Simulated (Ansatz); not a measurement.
# CH₄SiTe (SMILES C=[SiH][TeH]): single points off equilibrium

How do the functionals fare away from a minimum? The structure is a structure displaced at random from a GFN2-xTB minimum.

The runs use Ansatz 0.2.0, Gaussian basis; single points in def2-TZVPP.

Correlated methods freeze the cores. Filled d shells of the heavier atoms are correlated. Core potentials replace the inner electrons past krypton, and spin-orbit coupling is left out.

## 1. Where the work starts

SMILES `C=[SiH][TeH]`, 7 atoms, charge 0, spin multiplicity 1.

Atoms are counted from 1 here; the program's logs count them from 0.

Bond lengths: C1–Si2 1.730 Å, C1–H4 1.121 Å, C1–H5 1.084 Å, Si2–Te3 2.491 Å, Si2–H6 1.446 Å, Te3–H7 1.613 Å. Angles: Si2–C1–H4 117.0°, Si2–C1–H5 124.5°, H4–C1–H5 118.1°, C1–Si2–Te3 124.6°, C1–Si2–H6 123.7°, Te3–Si2–H6 111.6°, Si2–Te3–H7 88.2°.

Geometry (Å):

```
atom     x (Å)     y (Å)     z (Å)
  C1  -1.23140   0.57190  -0.36930
 Si2   0.22820   0.28240   0.51350
 Te3   1.36490  -1.92830   0.67920
  H4  -1.61830  -0.26750  -1.00280
  H5  -1.72720   1.53390  -0.43900
  H6   0.87890   1.27740   1.33580
  H7   2.17620  -1.55550  -0.66430
```

## 2. CCSD(T)/def2-TZVPP

run/in.yaml reads:

```yaml
crystal:
  periodic: [false, false, false]
  atoms:
    - {symbol: C, position_ang: [-1.231400, 0.571900, -0.369300]}
    - {symbol: Si, position_ang: [0.228200, 0.282400, 0.513500]}
    - {symbol: Te, position_ang: [1.364900, -1.928300, 0.679200]}
    - {symbol: H, position_ang: [-1.618300, -0.267500, -1.002800]}
    - {symbol: H, position_ang: [-1.727200, 1.533900, -0.439000]}
    - {symbol: H, position_ang: [0.878900, 1.277400, 1.335800]}
    - {symbol: H, position_ang: [2.176200, -1.555500, -0.664300]}
basis:
  gaussian: {orbitals: def2-TZVPP}
correlation: {method: ccsd_t}
output: {forces: true}
```

No record of the launch command was kept for these runs.

## 3. PBE0-D4/def2-TZVPP

Changes to run/in.yaml since step 2:

```diff
@@ -12,3 +12,3 @@
   gaussian: {orbitals: def2-TZVPP}
-correlation: {method: ccsd_t}
-output: {forces: true}
+hamiltonian: {xc: pbe0, dispersion: d4}
+output: {forces: true, orbitals: {seedname: orbitals}}
```

## 4. wB97M-V/def2-TZVPP

Changes to run/in.yaml since step 3:

```diff
@@ -12,3 +12,3 @@
   gaussian: {orbitals: def2-TZVPP}
-hamiltonian: {xc: pbe0, dispersion: d4}
-output: {forces: true, orbitals: {seedname: orbitals}}
+hamiltonian: {xc: {name: wB97M-V}}
+output: {forces: true}
```

## 5. r2SCAN-D4/def2-TZVPP

Changes to run/in.yaml since step 4:

```diff
@@ -12,3 +12,3 @@
   gaussian: {orbitals: def2-TZVPP}
-hamiltonian: {xc: {name: wB97M-V}}
+hamiltonian: {xc: r2scan, dispersion: d4}
 output: {forces: true}
```

## 6. PBE-D4/def2-TZVPP

Changes to run/in.yaml since step 5:

```diff
@@ -12,3 +12,3 @@
   gaussian: {orbitals: def2-TZVPP}
-hamiltonian: {xc: r2scan, dispersion: d4}
+hamiltonian: {xc: pbe, dispersion: d4}
 output: {forces: true}
```

## 7. HSE06-D4/def2-TZVPP

Changes to run/in.yaml since step 6:

```diff
@@ -12,3 +12,3 @@
   gaussian: {orbitals: def2-TZVPP}
-hamiltonian: {xc: pbe, dispersion: d4}
+hamiltonian: {xc: hse06, dispersion: d4}
 output: {forces: true}
```

## 8. r2SCANh-D4/def2-TZVPP

Changes to run/in.yaml since step 7:

```diff
@@ -12,3 +12,3 @@
   gaussian: {orbitals: def2-TZVPP}
-hamiltonian: {xc: hse06, dispersion: d4}
+hamiltonian: {xc: {name: r2SCANh}, dispersion: d4}
 output: {forces: true}
```

(Steps that only read results are left out.)

What does the calculation give? Wanted: energy less free atoms, CCSD(T)/def2-TZVPP; RMS force component; RMS force error; HOMO and LUMO, PBE0-D4; T1 diagnostic.

The runs gave:

```
                                  quantity                                                                                               value
energy less free atoms, CCSD(T)/def2-TZVPP                                                                                          -21.244 eV
                       RMS force component                                                                0.461 to 0.555 eV/Å over the methods
                           RMS force error  PBE0-D4 0.180, wB97M-V 0.226, r2SCAN-D4 0.143, PBE-D4 0.184, HSE06-D4 0.175, r2SCANh-D4 0.163 eV/Å
                    HOMO and LUMO, PBE0-D4                                                                                  -6.65 and -1.67 eV
                             T1 diagnostic                                                                                               0.013
```

**Reading.** Against CCSD(T) the functionals' energies less atoms differ by -0.914 to -0.452 eV, PBE-D4 by -0.914 eV. The reference is not at the basis limit: in triple zeta CCSD(T) underbinds, which counts against methods that bind more; the gaps are no ranking. On forces the order runs from r2SCAN-D4 to wB97M-V. Frozen-core CCSD(T) forces in triple zeta carry basis errors of their own, and this is one geometry, so small gaps rank nothing. The restricted Hartree–Fock reference is unstable towards an unrestricted one at one or more of these structures.
